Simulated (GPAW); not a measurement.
Crystal: Al3Au.

```
CELL_PARAMETERS angstrom
-2.02533 2.02533 4.05660
2.02533 -2.02533 4.05660
2.02533 2.02533 -4.05660
ATOMIC_POSITIONS crystal
Au 0.00000 0.00000 0.00000
Al 0.50000 0.50000 0.00000
Al 0.25000 0.75000 0.50000
Al 0.75000 0.25000 0.50000
```

The cell comes from a database or a generator and needn't be the stable form of this composition.

```yaml
Program: GPAW 26.7.0
Task: relaxation of cell and atoms
Functional: PBEsol
Potentials_or_basis: PAW data sets generated in the run's folder for this functional
Cutoff: 600 eV
Basis: pw
k_mesh: 6 × 6 × 6
Occupations: fermi-dirac, width 0.05 eV
Spin: no spin polarisation
```

At the start: pressure -2.3 GPa; volume 16.64 Å³/atom.

Problem. How do energy, volume and symmetry change on relaxing?

Solution. Over 8 steps the energy falls by 3.6 meV/atom and the volume is 16.27 Å³/atom (-2.2 %); space group I4/mmm (No. 139, to 0.05 Å).

Step by step:
```
step  energy change (eV)  largest force (eV/Å)  pressure (GPa)  volume (Å³)
   1              0.0000                0.0000           -2.28        66.56
   2             -0.0024                0.0000           -2.04        66.39
   3             -0.0128                0.0000            0.16        64.92
   4             -0.0128                0.0000            0.06        64.98
   5             -0.0131                0.0000           -0.07        65.06
   6             -0.0137                0.0000           -0.21        65.15
   7             -0.0143                0.0000           -0.20        65.14
   8             -0.0146                0.0000           -0.08        65.07
```

Final structure:
```
Au Al
1.0
    -2.00269    2.00269    4.05586
     2.00269   -2.00269    4.05586
     2.00269    2.00269   -4.05586
Au Al
1 3
Direct
  0.00000 0.00000 0.00000
  0.50000 0.50000 0.00000
  0.25000 0.75000 0.50000
  0.75000 0.25000 0.50000
```

Caveat: the k mesh is coarse (spacing up to 0.37 Å⁻¹), so the values aren't converged; with this Au data set, volumes or pressures lay over 1.5 % or 2 GPa off other programs in two to four cells of ten; later steps reuse the first step's grids.
